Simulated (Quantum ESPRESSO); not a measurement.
Crystal: Si.

```
Si
1.0
     0.00000    2.70192    2.72598
     2.70192    0.00000    2.72598
     2.70192    2.70192    0.00000
Si
2
Cartesian
  0.0000 0.0000 0.0000
  1.3510 1.3510 1.3630
```

* Program: Quantum ESPRESSO 7.5
* Task: phonons
* Functional: PBE
* Potentials or basis: PseudoDojo 0.4.1 SR PBE standard
* Cutoff: 490 eV
* Density cutoff: 1959 eV
* k mesh: 10 × 10 × 10, shifted
* Occupations: fermi-dirac, width 0.01 eV
* Spin: no spin polarisation
* Mixing beta: 0.5
* Most SCF iterations: 120
* SCF threshold: 4e-10 Ry

The first run showed a gap, so the response started from a second, tighter run with fixed occupations.

Question: Where do the zone-centre optical modes lie?

Answer: Eg at 516 cm⁻¹ (Raman); B2g at 518 cm⁻¹ (Raman).

Optical modes at Γ, degenerate ones joined, polar ones without the macroscopic field:
```
cm⁻¹  components  symmetry  active in  IR intensity, summed ((D/Å)²/amu)
 516           2        Eg      Raman                               0.00
 518           1       B2g      Raman                               0.00
```

Born effective charge tensors (e):
atom 1, Si
```
0.00 0.00 0.00
0.00 0.00 0.00
0.00 0.00 0.00
```
atom 2, Si
```
0.00 0.00 0.00
0.00 0.00 0.00
0.00 0.00 0.00
```

Electronic dielectric tensor:
```
12.81  0.00  0.00
 0.00 12.81  0.00
 0.00  0.00 12.98
```

Static dielectric tensor, electrons and zone-centre modes:
```
12.81  0.00  0.00
 0.00 12.81  0.00
 0.00  0.00 12.98
```
